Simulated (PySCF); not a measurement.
# [Cs9]+: other functionals and bases at one geometry

An exercise on one series of results from a longer session: the logs are not shown, and one member is left open.

Program: PySCF 2.14.0. Level of theory: several levels, as the steps say, no spin–orbit coupling. These are calculated values, not measurements.

3 further runs of the same task are left out: 2 for a known fault of the program, 1 that didn't finish.

## Where the work starts

9 atoms, charge 1, spin multiplicity 1.

No contacts short enough for the rule that draws bonds.

Geometry (Å):

| atom | x (Å) | y (Å) | z (Å) |
| --- | --- | --- | --- |
| Cs1 | 3.76243 | 0.00000 | -2.91099 |
| Cs2 | 0.00000 | 3.76243 | -2.91099 |
| Cs3 | -3.76243 | 0.00000 | -2.91099 |
| Cs4 | 0.00000 | -3.76243 | -2.91099 |
| Cs5 | 2.67863 | 2.67863 | 1.55728 |
| Cs6 | -2.67863 | 2.67863 | 1.55728 |
| Cs7 | -2.67863 | -2.67863 | 1.55728 |
| Cs8 | 2.67863 | -2.67863 | 1.55728 |
| Cs9 | 0.00000 | 0.00000 | 5.41484 |

An earlier session relaxed this geometry at PBE, Cs def2-SVP with ECP46 (singlet, point group C4v).

At PBE on the finer grid: E = -181.363196 Eh, HOMO -4.36 eV, LUMO -3.57 eV, Mulliken charge on Cs1 -0.01 e, largest force component 0.007 eV/Å. The gap is small, and the closed shell wasn't tested for a lower spin-broken solution.

Levels to run: CAM-B3LYP; M06-L; TPSS; BP86; PBE, TZVP. Hardware: 8 threads of Arm Neoverse N1, shared host.

The first run:

run.py (the lines that set the calculation) reads:

```python
mol = gto.M(atom='''
Cs     3.76243     0.00000    -2.91099
Cs     0.00000     3.76243    -2.91099
Cs    -3.76243     0.00000    -2.91099
Cs     0.00000    -3.76243    -2.91099
Cs     2.67863     2.67863     1.55728
Cs    -2.67863     2.67863     1.55728
Cs    -2.67863    -2.67863     1.55728
Cs     2.67863    -2.67863     1.55728
Cs     0.00000     0.00000     5.41484''',
    basis={'Cs': 'def2-SVP'},
    ecp={'Cs': 'def2-SVP'},
    charge=1, spin=0)
mf = dft.RKS(mol, xc='CAMB3LYP')
mf.grids.atom_grid = (75, 302)
mf = mf.density_fit()  # fitting sets: Cs def2-universal-JKFIT
mf.conv_tol = 1e-08; mf.max_cycle = 55
mf.kernel(dm0)  # dm0: the density of the relaxed state
```

Launch:

```bash
$ OMP_NUM_THREADS=8 python run.py
```

Among the steps run: CAM-B3LYP; M06-L; TPSS; BP86; PBE, TZVP.

One of the session's tables, all rows but one given; the rest of the session is left out.

| level | HOMO (eV) | gap (eV) | dipole (D) | largest force component (eV/Å) |
| --- | --- | --- | --- | --- |
| PBE (relaxed here) | -4.36 | 0.79 | 0.18 | 0.01 |
| CAM-B3LYP | -5.01 | 2.34 | 0.29 | 0.03 |
| M06-L | -4.09 | 0.60 | 0.47 | 0.11 |
| TPSS | ? | ? | ? | ? |
| BP86 | -4.44 | 0.80 | 0.33 | 0.01 |
| PBE, TZVP | -4.33 | 0.76 | 0.16 | 0.02 |

Estimate the missing values for TPSS.

As computed: HOMO (eV): -4.21; gap (eV): 0.79; dipole (D): 0.07; largest force component (eV/Å): 0.06. In the column «HOMO (eV)» it lies between PBE, TZVP (-4.33) and M06-L (-4.09).

The dipole of a charged species depends on the origin, so these sizes hold for this origin alone.

In one basis the HOMO–LUMO gap runs from 0.60 eV (M06-L) to 2.34 eV (CAM-B3LYP). The largest leftover force, 0.11 eV/Å with M06-L, stands at a geometry relaxed at another level. Total energies of different levels can't be compared.
